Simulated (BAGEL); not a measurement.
# ROHF/cc-pVDZ (density fitting with qzvpp-jkfit) run of C2H3F2Si (SMILES [H]/[C]=C\[SiH](F)F)

What is the energy change on altering one bond length of C2H3F2Si at ROHF/cc-pVDZ (density fitting with qzvpp-jkfit)? 

Program for the calculation: BAGEL 1.2.2.

### 1 Starting point

The species is C2H3F2Si (8 atoms), meant as a doublet with charge 0. As SMILES, `[H]/[C]=C\[SiH](F)F`. Geometry: relaxed at PBE0-D4/def2-TZVP. This is one conformer, not always the lowest.

Bond lengths: C1–C2 1.305 Å, C2–Si3 1.846 Å, Si3–F4 1.588 Å, Si3–F5 1.588 Å, C1–H6 1.082 Å, C2–H7 1.091 Å, Si3–H8 1.473 Å. Angles: C1–C2–Si3 118.6°, C2–Si3–F4 110.3°, C2–Si3–F5 110.3°, F4–Si3–F5 106.1°, C1–C2–H7 120.9°, Si3–C2–H7 120.5°, C2–C1–H6 137.0°, C2–Si3–H8 112.0°, F4–Si3–H8 109.0°, F5–Si3–H8 108.9°.

### 2 The energy at ROHF/cc-pVDZ (density fitting with qzvpp-jkfit)

Contents of input.json:

```json
{ "bagel": [

{
  "title": "molecule",
  "basis": "cc-pvdz.json",
  "df_basis": "qzvpp-jkfit",
  "angstrom": true,
  "geometry": [
    { "atom": "C", "xyz": [       0.855200,       0.475100,       1.494400 ] },
    { "atom": "C", "xyz": [       0.948700,       0.119800,       0.241900 ] },
    { "atom": "Si", "xyz": [      -0.602400,      -0.240700,      -0.691900 ] },
    { "atom": "F", "xyz": [      -0.572000,      -1.723000,      -1.260300 ] },
    { "atom": "F", "xyz": [      -0.719900,       0.713400,      -1.955600 ] },
    { "atom": "H", "xyz": [       0.063700,       0.635800,       2.215100 ] },
    { "atom": "H", "xyz": [       1.921500,       0.036900,      -0.245900 ] },
    { "atom": "H", "xyz": [      -1.802600,      -0.074200,       0.146400 ] }
  ]
},

{
  "title": "rohf",
  "nopen": 1
},

{
  "title": "print",
  "file": "orbitals.molden",
  "orbitals": true
}

]}
```

The basis set cc-pVDZ is read from a file made from the Basis Set Exchange's data (not shown).

Launch:

```bash
$ BAGEL_NUM_THREADS=1 BAGEL input.json > input.out
```

The program printed:

```text
* using 1 threads per process

  ===============================================================
  ===============================================================

  *** Geometry ***

  { "atom" : "C", "xyz" : [      1.616094,      0.897809,      2.824007 ] },
  { "atom" : "C", "xyz" : [      1.792783,      0.226389,      0.457125 ] },
  { "atom" : "Si", "xyz" : [     -1.138371,     -0.454857,     -1.307502 ] },
  { "atom" : "F", "xyz" : [     -1.080923,     -3.255998,     -2.381622 ] },
  { "atom" : "F", "xyz" : [     -1.360414,      1.348131,     -3.695548 ] },
  { "atom" : "H", "xyz" : [      0.120376,      1.201488,      4.185932 ] },
  { "atom" : "H", "xyz" : [      3.631109,      0.069731,     -0.464684 ] },
  { "atom" : "H", "xyz" : [     -3.406420,     -0.140218,      0.276656 ] },

  Number of auxiliary basis functions:      486

  Since a DF basis is specified, we compute 2- and 3-index integrals:
    o Being stored without compression. Storage requirement is 0.031 GB

  Number of basis functions:       89
  Number of electrons      :       47

    * METHOD: MOLECULE                             0.24

  *** Open-shell HF ***

  === Nuclear Repulsion ===
   221.9496659392

      * DIIS with orbital gradients will be used.

  === ROHF iteration (cc-pvdz.json) ===
      0       -565.07419836          0.02950321           0.14
      1       -565.25303903          0.01815322           0.14
      2       -565.30773291          0.01037300           0.13
      3       -565.33681554          0.00166866           0.14
      4       -565.33824601          0.00059523           0.14
      5       -565.33861587          0.00022034           0.14
      6       -565.33870180          0.00005939           0.14
      7       -565.33873388          0.00002527           0.14
      8       -565.33873819          0.00001113           0.13
      9       -565.33873854          0.00000267           0.14
     10       -565.33873868          0.00000105           0.13
     11       -565.33873880          0.00000033           0.14
     12       -565.33873879          0.00000013           0.14
     13       -565.33873880          0.00000005           0.14
     14       -565.33873881          0.00000002           0.14
     15       -565.33873881          0.00000001           0.14
     16       -565.33873881          0.00000001           0.13
    * SCF iteration converged.

    * S^2 (ROHF) is 0.7500

    * Permanent dipole moment:
           (   -0.069327,    -0.255324,    -0.877968) a.u.

    * METHOD: ROHF                                 2.47

    * METHOD: PRINT                                0.01

  ===============================================================
```

Wall time 2.9 s (1 thread of Intel Xeon Platinum 8488C (Sapphire Rapids), shared host); peak memory 0.12 GiB.

### 3 The distorted shape at the same level

Contents of hf.json:

```json
{ "bagel" : [

{
  "title" : "molecule",
  "basis" : "cc-pvdz.json",
  "df_basis" : "qzvpp-jkfit",
  "angstrom" : true,
  "geometry" : [
    { "atom" : "C", "xyz" : [    0.839999,    1.216296,    1.778618 ] },
    { "atom" : "C", "xyz" : [    0.933499,    0.860996,    0.526118 ] },
    { "atom" : "Si", "xyz" : [   -0.617601,    0.500496,   -0.407682 ] },
    { "atom" : "F", "xyz" : [   -0.572000,   -1.723000,   -1.260300 ] },
    { "atom" : "F", "xyz" : [   -0.735101,    1.454596,   -1.671382 ] },
    { "atom" : "H", "xyz" : [    0.048499,    1.376996,    2.499318 ] },
    { "atom" : "H", "xyz" : [    1.906299,    0.778096,    0.038318 ] },
    { "atom" : "H", "xyz" : [   -1.817801,    0.666996,    0.430618 ] }
  ]
},
{
  "title" : "rohf",
  "nopen" : 1
},
{
  "title" : "print",
  "file" : "orbitals.molden",
  "orbitals" : true
}

]}
```

The basis set cc-pVDZ is read from a file made from the Basis Set Exchange's data (not shown).

Launch:

```bash
$ BAGEL_NUM_THREADS=1 BAGEL hf.json > hf.out
```

The program printed:

```text
* using 1 threads per process

  ===============================================================
  ===============================================================

  *** Geometry ***

  { "atom" : "C", "xyz" : [      1.587368,      2.298466,      3.361101 ] },
  { "atom" : "C", "xyz" : [      1.764057,      1.627047,      0.994219 ] },
  { "atom" : "Si", "xyz" : [     -1.167097,      0.945800,     -0.770407 ] },
  { "atom" : "F", "xyz" : [     -1.080923,     -3.255998,     -2.381622 ] },
  { "atom" : "F", "xyz" : [     -1.389140,      2.748788,     -3.158454 ] },
  { "atom" : "H", "xyz" : [      0.091650,      2.602145,      4.723027 ] },
  { "atom" : "H", "xyz" : [      3.602383,      1.470388,      0.072411 ] },
  { "atom" : "H", "xyz" : [     -3.435146,      1.260440,      0.813750 ] },

  Number of auxiliary basis functions:      486

  Since a DF basis is specified, we compute 2- and 3-index integrals:
    o Being stored without compression. Storage requirement is 0.031 GB

  Number of basis functions:       89
  Number of electrons      :       47

    * METHOD: MOLECULE                             0.25

  *** Open-shell HF ***

  === Nuclear Repulsion ===
   200.6194232072

      * DIIS with orbital gradients will be used.

  === ROHF iteration (cc-pvdz.json) ===
      0       -564.83871231          0.03179501           0.14
      1       -565.00874169          0.02652410           0.14
      2       -565.10764875          0.01755861           0.13
      3       -565.20362358          0.00231124           0.14
      4       -565.20698428          0.00115242           0.14
      5       -565.20788971          0.00048416           0.14
      6       -565.20810708          0.00012006           0.14
      7       -565.20819988          0.00005478           0.14
      8       -565.20821224          0.00003429           0.14
      9       -565.20821584          0.00002247           0.14
     10       -565.20821651          0.00001437           0.14
     11       -565.20821745          0.00000803           0.14
     12       -565.20821740          0.00000342           0.14
     13       -565.20821741          0.00000146           0.14
     14       -565.20821746          0.00000063           0.14
     15       -565.20821747          0.00000030           0.14
     16       -565.20821749          0.00000015           0.13
     17       -565.20821749          0.00000008           0.14
     18       -565.20821750          0.00000004           0.14
     19       -565.20821750          0.00000003           0.14
     20       -565.20821750          0.00000002           0.14
     21       -565.20821750          0.00000001           0.14
     22       -565.20821750          0.00000001           0.14
    * SCF iteration converged.

    * S^2 (ROHF) is 0.7500

    * Permanent dipole moment:
           (   -0.146874,    -1.719919,    -1.633103) a.u.

    * METHOD: ROHF                                 3.30

    * METHOD: PRINT                                0.01

  ===============================================================
```

Run time: 3.9 s. Hardware: 1 thread of Intel Xeon Platinum 8488C (Sapphire Rapids), shared host; peak memory 0.12 GiB.

### 4 Summary of results

At ROHF/cc-pVDZ (density fitting with qzvpp-jkfit):

| quantity | value |
| --- | --- |
| first shape: total energy | -565.33874 Eh |
| first shape: dipole moment | 2.33 D |
| first shape: ⟨S²⟩ | 0.750 |
| distorted shape: total energy | -565.20822 Eh |
| distorted shape: dipole moment | 6.04 D |
| distorted shape: ⟨S²⟩ | 0.750 |
| energy change with the Si3–F4 bond stretched from 1.588 to 2.382 Å | 3.552 eV |

What this shows: With the Si3–F4 bond stretched from 1.588 to 2.382 Å the energy rises by 3.55 eV (343 kJ/mol). The first shape isn't relaxed at this level, so the change isn't measured from a minimum.
